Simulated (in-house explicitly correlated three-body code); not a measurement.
# Two electrons around a charge of +3 with a centre of 25 electron masses: exact states

The task here is to estimate one member of a computed series from the others.

The numbers are computed with in-house explicitly correlated three-body code version 1 (two electrons, non-relativistic, variational in exponentially correlated functions), except any that are marked as measured or tabulated.

### What is computed

| Item | Value |
| --- | --- |
| charge of the centre | +3 |
| mass of the centre | 25 electron masses |
| interactions | Coulomb |
| basis | 260 functions exp(−a r1 − b r2 − g r12) a state, exponent ranges optimised |
| units | hartree and bohr; relativity and QED are left out |

The first run:

Settings:

```ini
Z = 3.0
nuclear_mass = 25.0
interaction_strength = 1.0
functions = 260
states_tried = 13
```

Started as:

```sh
python run_hyl.py task.json out
```

Among the steps run: The variational calculation.

One of the session's tables, all rows but one given; the rest of the session is left out.

```
state  binding (eV)  excitation (eV)  ⟨r12⟩ (bohr)
 1 ¹S       72.4942                0        0.8916
 2 ³S       15.9688          56.5254         2.661
 2 ¹S       14.1504          58.3438         2.956
 2 ³P       14.1446          58.3496         2.458
 2 ¹P       12.6816          59.8126         2.753
 3 ³S       6.59622          65.8980         6.237
 3 ¹S       6.11863          66.3756         6.703
 3 ³P       6.11822          66.3760         6.190
 3 ¹P             ?                ?             ?
 4 ³S       3.58982          68.9044         11.40
 4 ¹S       3.39802          69.0962         12.03
```

Estimate the missing values for 3 ¹P.

**Answer.** binding (eV): 5.69684; excitation (eV): 66.7974; ⟨r12⟩ (bohr): 6.668. In the column «binding (eV)» it lies between 4 ³S (3.58982) and 3 ³P (6.11822).
